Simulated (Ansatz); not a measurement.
# C2H5BClFSi: up Jacob's ladder to CCSD(T)

How much do the methods differ for C2H5BClFSi? The plan is to run it at one geometry with functionals of several rungs and with coupled cluster. The yardstick is the atomisation energy at the CCSD(T) limit.

The runs use Ansatz 0.2.0, Gaussian basis; functionals in def2-TZVPP, the program's frozen cores in correlated methods.

The runs, in order: PBE-D4, r2SCAN-D4, PBE0-D4, B3LYP-D4, ωB97X-V, ωB97M-V, B2PLYP; CCSD(T)/def2-TZVPP; MP2/def2-QZVPP; extrapolation to the limit.

### Step 1. Structure used throughout

The geometry comes from an earlier relaxation with PBE0-D4 in a triple-zeta def2 set; it is a stationary point, not always the lowest conformer.

SMILES `FC1([SiH2]Cl)BC1`, 11 atoms, charge 0, spin multiplicity 1.

Atoms are counted from 1 here; the program's logs count them from 0.

Bond lengths: F1–C2 1.384 Å, C2–Si3 1.861 Å, C2–B5 1.532 Å, C2–C6 1.530 Å, Si3–Cl4 2.056 Å, Si3–H7 1.484 Å, Si3–H8 1.478 Å, B5–C6 1.518 Å, B5–H9 1.182 Å, C6–H10 1.095 Å, C6–H11 1.085 Å. Angles: F1–C2–Si3 114.0°, F1–C2–B5 121.3°, F1–C2–C6 119.3°, Si3–C2–B5 117.2°, Si3–C2–C6 114.8°, B5–C2–C6 59.4°, C2–Si3–Cl4 111.5°, C2–Si3–H7 108.3°, C2–Si3–H8 109.8°, Cl4–Si3–H7 107.4°, Cl4–Si3–H8 108.4°, H7–Si3–H8 111.5°, C2–B5–C6 60.2°, C2–B5–H9 148.8°, C6–B5–H9 147.7°, C2–C6–B5 60.3°, C2–C6–H10 116.6°, C2–C6–H11 118.1° and more.

As a file:

| atom | x (Å) | y (Å) | z (Å) |
| --- | --- | --- | --- |
| F1 | -1.9661 | 0.1880 | 0.1089 |
| C2 | -0.5828 | 0.1738 | 0.1531 |
| Si3 | 0.1557 | -1.5336 | 0.1830 |
| Cl4 | 0.1555 | -2.3872 | -1.6875 |
| B5 | 0.2028 | 1.2898 | 0.8496 |
| C6 | 0.2038 | 1.1997 | -0.6659 |
| H7 | 1.5696 | -1.4219 | 0.6191 |
| H8 | -0.6239 | -2.4008 | 1.0917 |
| H9 | 0.3794 | 1.9540 | 1.8115 |
| H10 | -0.3627 | 2.0480 | -1.0632 |
| H11 | 0.9341 | 0.8333 | -1.3797 |

### Step 2. PBE-D4 (GGA)

in.yaml

```yaml
crystal:
  periodic: [false, false, false]
  atoms:
    - {symbol: F, position_ang: [-1.966106, 0.187981, 0.108909]}
    - {symbol: C, position_ang: [-0.582807, 0.173771, 0.153132]}
    - {symbol: Si, position_ang: [0.155743, -1.533641, 0.182988]}
    - {symbol: Cl, position_ang: [0.155466, -2.387175, -1.687516]}
    - {symbol: B, position_ang: [0.202812, 1.289808, 0.849585]}
    - {symbol: C, position_ang: [0.203802, 1.199691, -0.665908]}
    - {symbol: H, position_ang: [1.569642, -1.421859, 0.619076]}
    - {symbol: H, position_ang: [-0.623869, -2.400795, 1.091723]}
    - {symbol: H, position_ang: [0.379355, 1.954001, 1.811472]}
    - {symbol: H, position_ang: [-0.362743, 2.047974, -1.063238]}
    - {symbol: H, position_ang: [0.934106, 0.833347, -1.379723]}
basis:
  gaussian: {orbitals: def2-TZVPP}
hamiltonian: {xc: pbe, dispersion: d4}
output: {forces: true, orbitals: {seedname: orbitals}}
```

Started as:

```
> ansatz run in.yaml --threads 4 --pin off --events-out ev --progress --plain --max-ram 10444MiB
```

After this run come: r2SCAN-D4 (meta-GGA); PBE0-D4 (hybrid); B3LYP-D4 (hybrid); ωB97X-V (range-separated); ωB97M-V (range-separated); B2PLYP (double hybrid); CCSD(T) in def2-TZVPP; MP2 in def2-QZVPP.

Q: Predict the results of all the runs planned. Wanted: atomisation energy, CCSD(T)/CBS; farthest; mean size of error, hybrid; mean size of error, range-separated; gap, smallest and largest; T1 diagnostic; triples share of the correlation energy.

The runs gave:

| quantity | value |
| --- | --- |
| atomisation energy, CCSD(T)/CBS | 3989.4 kJ/mol |
| functionals within 19.9 kJ/mol (0.5 %) | B3LYP-D4 |
| farthest | PBE-D4 (+116.9 kJ/mol) |
| mean size of error, hybrid | 28.4 kJ/mol |
| mean size of error, range-separated | 41.8 kJ/mol |
| gap, smallest and largest | 3.21 eV (PBE-D4), 10.17 eV (ωB97X-V) |
| T1 diagnostic | 0.0121 |
| triples share of the correlation energy | 3.9 % |

In words: PBE-D4 misses by +116.9 kJ/mol. Double hybrids carry the basis error of their MP2 part in triple zeta, and no dispersion term here, so their miss is partly the set-up's. The reference freezes the cores and leaves out relativity and excitations past (T), so misses under about 19.9 kJ/mol can't be ranked. Hartree-Fock recovers 74 % of the binding; the rest is correlation. The gap grows from 3.2 to 10.2 eV across the functionals, mostly with the share of exact exchange.
